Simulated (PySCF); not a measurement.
# C3H6O4S: magnetic properties

Aim: compute the magnetic properties of C3H6O4S (`O=S(=O)(O)[C@H]1CCO1`).

Computed with PySCF 2.14.0 and routines of our own; the level stands in each step. Atoms count from 0.

## 1. The system as given

14 atoms, charge 0, multiplicity 1; geometry from: GFN2-xTB.

## 2. Magnetic properties: GIAO B97-2/pcSseg-1

What the job is given:

```
{"job": {"kind": "mag", "xc": "B97-2", "basis": "pcSseg-1", "isotopologues": 2}, "charge": 0, "multiplicity": 1}
O      1.779293    -1.826657     0.704548
S      1.401577    -0.498160     0.357272
O      1.150532     0.451763     1.398522
O      2.533159     0.099173    -0.608433
C     -0.035696    -0.498094    -0.778675
C     -1.320689    -0.523751     0.027361
C     -1.325188     0.986021    -0.242380
O     -0.214798     0.845253    -1.148798
H      2.452451     1.054898    -0.645614
H      0.160732    -1.191508    -1.592513
H     -1.190879    -0.822255     1.063591
H     -2.140793    -1.069584    -0.432323
H     -1.050278     1.596587     0.619104
H     -2.200102     1.395840    -0.748806
```

With the program's defaults for keys left out, this is: GIAO B97-2/pcSseg-1 magnetisability, rotational g tensor and spin-rotation constants, non-relativistic, gas phase.

Started as:

```bash
> OMP_NUM_THREADS=1 python excited_run.py task.json out
```

This one command runs all jobs of the session in turn.

Log:

```text
coarse grid: 12952 points
cycle   1  E = -816.3146224336  dE =  2.163e+00  |g| = 1.341e+00  |ddm| = 3.684e+00
cycle   2  E = -815.5805785487  dE =  7.340e-01  |g| = 2.416e+00  |ddm| = 2.662e+00
cycle   3  E = -816.6223877642  dE = -1.042e+00  |g| = 2.349e-01  |ddm| = 1.918e+00
cycle   4  E = -816.6312703756  dE = -8.883e-03  |g| = 1.170e-01  |ddm| = 2.567e-01
cycle   5  E = -816.6335175272  dE = -2.247e-03  |g| = 3.205e-02  |ddm| = 8.905e-02
cycle   6  E = -816.6337179394  dE = -2.004e-04  |g| = 7.899e-03  |ddm| = 2.991e-02
cycle   7  E = -816.6337295300  dE = -1.159e-05  |g| = 1.927e-03  |ddm| = 6.237e-03
cycle   8  E = -816.6337301580  dE = -6.281e-07  |g| = 7.257e-04  |ddm| = 1.879e-03
final grid: 122440 points
cycle   9  E = -816.7295910541  dE = -6.354e-05  |g| = 7.775e-03  |ddm| = 2.948e-02
cycle  10  E = -816.7295774735  dE =  1.358e-05  |g| = 1.168e-02  |ddm| = 1.192e-02
cycle  11  E = -816.7296003626  dE = -2.289e-05  |g| = 1.239e-03  |ddm| = 7.720e-03
cycle  12  E = -816.7296006337  dE = -2.712e-07  |g| = 4.855e-04  |ddm| = 1.293e-03
cycle  13  E = -816.7296006698  dE = -3.605e-08  |g| = 1.981e-04  |ddm| = 4.273e-04
cycle  14  E = -816.7296006771  dE = -7.273e-09  |g| = 3.202e-05  |ddm| = 1.640e-04
cycle  15  E = -816.7296006772  dE = -1.332e-10  |g| = 1.794e-05  |ddm| = 3.149e-05
converged SCF energy = -816.7296006772

Magnetisability tensor (1e-30 J/T^2)
    -1104.26       29.71      142.45
       29.71    -1145.93       48.72
      142.45       48.72    -1039.96
isotropic -1096.72   principal values   -1218.98  -1158.81   -912.36
isotropic susceptibility -66.046 1e-6 cm^3/mol

Inertial axes            a          b          c
rot. const./GHz      3.3750     1.5322     1.4104
chi total           -64.192    -71.926    -62.019
chi diamagnetic    -448.154   -859.816   -923.853
chi paramagnetic    383.961    787.890    861.834
quadrupole/D A       -0.590      2.282     -1.692
g nuclear            0.5615     0.5501     0.5503
g electronic        -0.6088    -0.5672    -0.5710
g total             -0.0472    -0.0171    -0.0208

Spin-rotation constants (kHz, H = +C I.J)
atom  isotope        aa         bb         cc
  8     1H       -0.349     -0.016     -0.101
  9     1H       -0.362     -0.184      0.117
 10     1H       -0.260     -0.046     -0.102
 11     1H       -0.167     -0.118     -0.070
 12     1H       -0.319     -0.161      0.100
 13     1H        0.228     -0.154     -0.155
  0    17O*      -0.713     -0.361     -0.278
  1    33S*       1.441      0.639      0.524
  2    17O*      -0.745     -0.318     -0.310
  3    17O*      -0.795     -0.225     -0.280
  4    13C*       0.910      0.375      0.392
  5    13C*       0.502      0.258      0.204
  6    13C*       0.824      0.284      0.348
  7    17O*      -0.338     -0.133     -0.152
* in the singly substituted isotopologue

Isotopologues: g along a, b, c
2H    at 8,9,10,11,12,1    -0.0427    -0.0160    -0.0191
18O   at 0                 -0.0459    -0.0169    -0.0201
```

It took 33 s on 1 thread of Arm Neoverse V1, shared host; peak memory 0.79 GiB.

In short:

```
              quantity                      value
       magnetisability           -1097·10⁻³⁰ J/T²
  molar susceptibility         -66.0·10⁻⁶ cm³/mol
rotational g (a, b, c)  -0.0472, -0.0171, -0.0208
```

The fields below are evaluated on a grid from the run's orbitals.

Frontier orbitals at B97-2/pcSseg-1, with the share of their density that lies nearest to each atom:

```
orbital  energy (eV)                    lies on
   HOMO        -7.75   O7 43 %; O0 12 %; O2 8 %
   LUMO         0.62  H8 27 %; O3 14 %; C4 10 %
```

ELF in a plane through or near 5 of the atoms.

Values, 10 rows by 14 columns:
```
0.00 0.00 0.00 0.00 0.00 0.00 0.00 0.00 0.00 0.00 0.00 0.00 0.00 0.00
0.00 0.00 0.00 0.00 0.00 0.00 0.00 0.00 0.00 0.00 0.00 0.00 0.00 0.00
0.00 0.00 0.00 0.17 0.65 0.00 0.08 0.13 0.02 0.01 0.20 0.04 0.00 0.00
0.00 0.00 0.07 0.67 0.98 0.06 0.67 0.84 0.37 0.46 0.99 0.99 0.04 0.00
0.00 0.05 0.66 0.74 0.64 0.09 0.30 0.74 0.82 0.62 0.99 0.97 0.06 0.00
0.00 0.00 0.29 0.43 0.40 0.65 0.69 0.22 0.54 0.46 0.09 0.01 0.00 0.00
0.00 0.00 0.01 0.18 0.40 0.21 0.32 0.64 0.62 0.99 0.99 0.47 0.00 0.00
0.00 0.00 0.05 0.46 0.72 0.28 0.01 0.03 0.16 0.95 0.98 0.19 0.00 0.00
0.00 0.00 0.00 0.04 0.15 0.06 0.00 0.00 0.00 0.02 0.02 0.00 0.00 0.00
0.00 0.00 0.00 0.00 0.00 0.00 0.00 0.00 0.00 0.00 0.00 0.00 0.00 0.00
```
The map spans 10.1 Å across and 8.5 Å up, centred on the molecule. Atoms in the plane (x, y in Å): O3 (-2.5, 0.6), C4 (0.0, -0.4), H8 (-2.2, 1.5), H11 (2.0, -1.3), H13 (2.4, 1.1).

On the surface of density 0.002 e/bohr³ the electrostatic potential runs, from the 1st to the 99th percentile, from -1.56 V near O0 to 2.55 V near H8.

## 3. Magnetic properties: GIAO CAM-B3LYP/def2-SVP

The job, as its differences from that of step 2:

```diff
@@ -1,2 +1,2 @@
-{"job": {"kind": "mag", "xc": "B97-2", "basis": "pcSseg-1", "isotopologues": 2}, "charge": 0, "multiplicity": 1}
+{"job": {"kind": "mag", "xc": "CAM-B3LYP", "basis": "def2-SVP", "scf": {"conv": 1e-07, "aux": "def2-universal-jkfit"}}, "charge": 0, "multiplicity": 1}
 O      1.779293    -1.826657     0.704548
```

Method: GIAO CAM-B3LYP/def2-SVP magnetisability, rotational g tensor and spin-rotation constants, non-relativistic, gas phase.

Log:

```text
final grid: 122440 points
cycle   1  E = -815.9375775293  dE =  2.384e+00  |g| = 1.386e+00  |ddm| = 4.306e+00
cycle   2  E = -815.5499036327  dE =  3.877e-01  |g| = 2.041e+00  |ddm| = 2.836e+00
cycle   3  E = -816.2995608289  dE = -7.497e-01  |g| = 1.386e-01  |ddm| = 1.738e+00
cycle   4  E = -816.3021674716  dE = -2.607e-03  |g| = 8.227e-02  |ddm| = 1.818e-01
cycle   5  E = -816.3033703555  dE = -1.203e-03  |g| = 1.515e-02  |ddm| = 6.944e-02
cycle   6  E = -816.3034149481  dE = -4.459e-05  |g| = 4.646e-03  |ddm| = 1.862e-02
cycle   7  E = -816.3034196217  dE = -4.674e-06  |g| = 9.583e-04  |ddm| = 4.685e-03
cycle   8  E = -816.3034198115  dE = -1.898e-07  |g| = 4.421e-04  |ddm| = 1.579e-03
cycle   9  E = -816.3034198503  dE = -3.882e-08  |g| = 1.523e-04  |ddm| = 5.527e-04
converged SCF energy = -816.3034198503

Magnetisability tensor (1e-30 J/T^2)
    -1103.63       24.86      129.18
       24.86    -1139.62       48.26
      129.18       48.26    -1041.18
isotropic -1094.81   principal values   -1207.17  -1151.08   -926.17
isotropic susceptibility -65.931 1e-6 cm^3/mol

Inertial axes            a          b          c
rot. const./GHz      3.3750     1.5322     1.4104
chi total           -64.306    -71.521    -61.966
chi diamagnetic    -447.932   -859.627   -923.583
chi paramagnetic    383.626    788.106    861.617
quadrupole/D A       -0.582      2.346     -1.764
g nuclear            0.5615     0.5501     0.5503
g electronic        -0.6083    -0.5673    -0.5709
g total             -0.0467    -0.0173    -0.0206

Spin-rotation constants (kHz, H = +C I.J)
atom  isotope        aa         bb         cc
  8     1H       -0.364     -0.021     -0.106
  9     1H       -0.369     -0.189      0.115
 10     1H       -0.270     -0.049     -0.105
 11     1H       -0.178     -0.121     -0.074
 12     1H       -0.330     -0.164      0.098
 13     1H        0.220     -0.159     -0.158
  0    17O*      -0.642     -0.328     -0.249
  1    33S*       1.334      0.592      0.486
  2    17O*      -0.676     -0.284     -0.282
  3    17O*      -0.724     -0.196     -0.256
  4    13C*       0.834      0.343      0.373
  5    13C*       0.429      0.227      0.173
  6    13C*       0.746      0.246      0.317
  7    17O*      -0.266     -0.108     -0.117
* in the singly substituted isotopologue
```

It took 26 s on 1 thread of Arm Neoverse V1, shared host; peak memory 0.76 GiB.

From this job:

```
              quantity                      value
       magnetisability           -1095·10⁻³⁰ J/T²
  molar susceptibility         -65.9·10⁻⁶ cm³/mol
rotational g (a, b, c)  -0.0467, -0.0173, -0.0206
```

## 4. Magnetic properties side by side

```
                  level  ξ (10⁻³⁰ J/T²)     g(a)     g(b)  gap (eV)  functions  time
    GIAO B97-2/pcSseg-1           -1097  -0.0472  -0.0171      8.38        173  33 s
GIAO CAM-B3LYP/def2-SVP           -1095  -0.0467  -0.0173     11.30        146  26 s
```

## 5. What came out

| quantity | value |
| --- | --- |
| magnetisability (step 2, GIAO B97-2/pcSseg-1) | -1097·10⁻³⁰ J/T² |
| molar susceptibility (step 2, GIAO B97-2/pcSseg-1) | -66.0·10⁻⁶ cm³/mol |
| rotational g (a, b, c) (step 2, GIAO B97-2/pcSseg-1) | -0.0472, -0.0171, -0.0208 |
| surface potential, 1st and 99th percentile | -1.56 V and 2.55 V |
| magnetisability over the levels | -1097 to -1095·10⁻³⁰ J/T² |

In words: The magnetisability spreads by 0.2 % over 2 levels of like cost. Two levels can agree by chance, so this spread shows no convergence. Vibrational averaging and real surroundings are missing from these values.
